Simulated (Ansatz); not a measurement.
# C₂H₆Cl₂Se₂Sn: one species, many methods

An exercise on one series of results from a longer session: the logs are not shown, and one member is left open.

The runs use Ansatz 0.2.0, Gaussian basis; functionals in def2-TZVPP, the program's frozen cores in correlated methods.

The runs, in order: LDA (SPW92), PBE-D4, revPBE-D4, BLYP-D4, r2SCAN-D4, B97M-V, PBE0-D4, B3LYP-D4, r2SCANh-D4, r2SCAN0-D4, HSE06-D4, BHLYP-D4, CAM-B3LYP-D4, LC-ωPBE, ωB97X-V, ωB97M-V, B2PLYP, PBE-QIDH; CCSD(T)/def2-SVP; CCSD(T)/def2-TZVPP; MP2/def2-QZVPP; extrapolation to the limit; RPA on PBE.

## The relaxed structure

An earlier PBE0-D4 in a triple-zeta def2 set relaxation fixed the geometry. Sn takes the def2 core potential; no spin-orbit term is included.

SMILES `C[Se][Sn]([Cl])([Cl])[Se]C`, 13 atoms, charge 0, spin multiplicity 1.

Atoms are counted from 1 here; the program's logs count them from 0.

Bond lengths: C1–Se2 1.962 Å, C1–H8 1.088 Å, C1–H9 1.089 Å, C1–H10 1.087 Å, Se2–Sn3 2.500 Å, Sn3–Cl4 2.323 Å, Sn3–Cl5 2.323 Å, Sn3–Se6 2.500 Å, Se6–C7 1.962 Å, C7–H11 1.087 Å, C7–H12 1.089 Å, C7–H13 1.088 Å. Angles: Se2–C1–H8 110.5°, Se2–C1–H9 105.6°, Se2–C1–H10 110.2°, H8–C1–H9 109.7°, H8–C1–H10 110.9°, H9–C1–H10 109.8°, C1–Se2–Sn3 94.9°, Se2–Sn3–Cl4 111.4°, Se2–Sn3–Cl5 106.1°, Se2–Sn3–Se6 113.6°, Cl4–Sn3–Cl5 108.2°, Cl4–Sn3–Se6 106.1°, Cl5–Sn3–Se6 111.3°, Sn3–Se6–C7 95.0°, Se6–C7–H11 110.2°, Se6–C7–H12 105.6°, Se6–C7–H13 110.5°, H11–C7–H12 109.8° and more.

Set-up of the first run:

The input, in.yaml:

```yaml
crystal:
  periodic: [false, false, false]
  atoms:
    - {symbol: C, position_ang: [0.076703, -2.486343, 0.034840]}
    - {symbol: Se, position_ang: [-0.020970, -1.379561, -1.581762]}
    - {symbol: Sn, position_ang: [-1.356636, 0.443816, -0.513754]}
    - {symbol: Cl, position_ang: [-3.417548, -0.335434, 0.221674]}
    - {symbol: Cl, position_ang: [-1.730120, 2.025609, -2.173245]}
    - {symbol: Se, position_ang: [-0.246629, 1.462599, 1.481061]}
    - {symbol: C, position_ang: [1.372765, 2.005108, 0.516037]}
    - {symbol: H, position_ang: [0.489439, -1.914795, 0.863889]}
    - {symbol: H, position_ang: [0.746524, -3.308209, -0.212867]}
    - {symbol: H, position_ang: [-0.908126, -2.874904, 0.283134]}
    - {symbol: H, position_ang: [1.139038, 2.794933, -0.193955]}
    - {symbol: H, position_ang: [2.054711, 2.381846, 1.276628]}
    - {symbol: H, position_ang: [1.821249, 1.150533, 0.013118]}
basis:
  gaussian: {orbitals: def2-TZVPP}
hamiltonian: {xc: lda}
output: {orbitals: {seedname: orbitals}}
```

The run is started by

```bash
> ansatz run in.yaml --threads 4 --pin off --events-out ev --progress --plain --max-ram 66560MiB --backend cuda --devices 0, --max-vram 37GiB
```

Steps of the session up to this table: LDA; PBE-D4 (GGA); revPBE-D4 (GGA); BLYP-D4 (GGA); r2SCAN-D4 (meta-GGA); B97M-V (meta-GGA); PBE0-D4 (hybrid); B3LYP-D4 (hybrid); r2SCANh-D4 (hybrid); r2SCAN0-D4 (hybrid); HSE06-D4 (hybrid); BHLYP-D4 (hybrid); CAM-B3LYP-D4 (range-separated); LC-ωPBE (range-separated); ωB97X-V (range-separated); ωB97M-V (range-separated); B2PLYP (double hybrid); PBE-QIDH (double hybrid).

One of the session's tables, all rows but one given; the rest of the session is left out.

It belongs to the step «Frontier levels by functional». 

```
  functional  HOMO (eV)  LUMO (eV)  gap (eV)
 LDA (SPW92)      -6.17      -3.47      2.70
      PBE-D4      -6.02      -3.17      2.85
   revPBE-D4      -5.96      -3.07      2.89
     BLYP-D4      -5.84      -3.09      2.75
   r2SCAN-D4      -6.29      -3.04      3.25
      B97M-V      -6.38      -2.88      3.50
     PBE0-D4      -7.17      -2.37      4.80
    B3LYP-D4      -6.93      -2.63      4.30
  r2SCANh-D4      -6.71      -2.75      3.96
  r2SCAN0-D4      -7.35      -2.30      5.04
    HSE06-D4      -6.77      -2.73      4.04
    BHLYP-D4      -8.16      -1.46      6.70
CAM-B3LYP-D4      -8.44      -1.44      7.00
     LC-ωPBE      -9.79      -0.30      9.49
     ωB97X-V      -9.45      -0.39      9.06
     ωB97M-V          ?          ?         ?
```

Q: Estimate the row for ωB97M-V from the others.

The run gave: HOMO (eV): -9.30; LUMO (eV): -0.50; gap (eV): 8.81. In the column «HOMO (eV)» it lies between ωB97X-V (-9.45) and CAM-B3LYP-D4 (-8.44).
